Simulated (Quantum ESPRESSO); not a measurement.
## Ti3S2: Hubbard U from linear response under several settings

```
CELL_PARAMETERS angstrom
2.71311 1.56642 3.23762
-2.71311 1.56642 3.23762
0.00000 -3.13283 3.23762
ATOMIC_POSITIONS crystal
Ti 0.00000 0.33565 0.66434
Ti 0.66434 0.00000 0.33565
Ti 0.33565 0.66434 0.00000
S 0.16784 0.16784 0.16784
S 0.83216 0.83216 0.83216
```

The cell comes from a database or a generator and needn't be the stable form of this composition.

All runs used Quantum ESPRESSO 7.5; potentials GBRV 1.5 PBE; k mesh 4 × 4 × 4; given cell; no spin polarisation; cutoff 612 eV; occupations cold, width 0.2 eV.

```tsv
level	projectors	U typed (eV)	q mesh	with V	state	U computed (eV)
PBE+U	ortho-atomic	0.0	2 × 2 × 2	no	metal	?
PBE+U	ortho-atomic	2.0	2 × 2 × 2	no	metal	Ti 5.0
PBE+U	ortho-atomic	4.0	2 × 2 × 2	no	metal	Ti 5.0
PBE+U	ortho-atomic	6.0	2 × 2 × 2	no	metal	Ti 5.1
```

What stands in the row left open?

U computed Ti 5.1 eV.

Caveats: all runs use coarse meshes; U without spin polarisation on a metal has little footing.

For the row left open. Caveat: the k mesh is coarse (spacing up to 0.37 Å⁻¹), so the values aren't converged; U without spin polarisation on a metal has little footing.
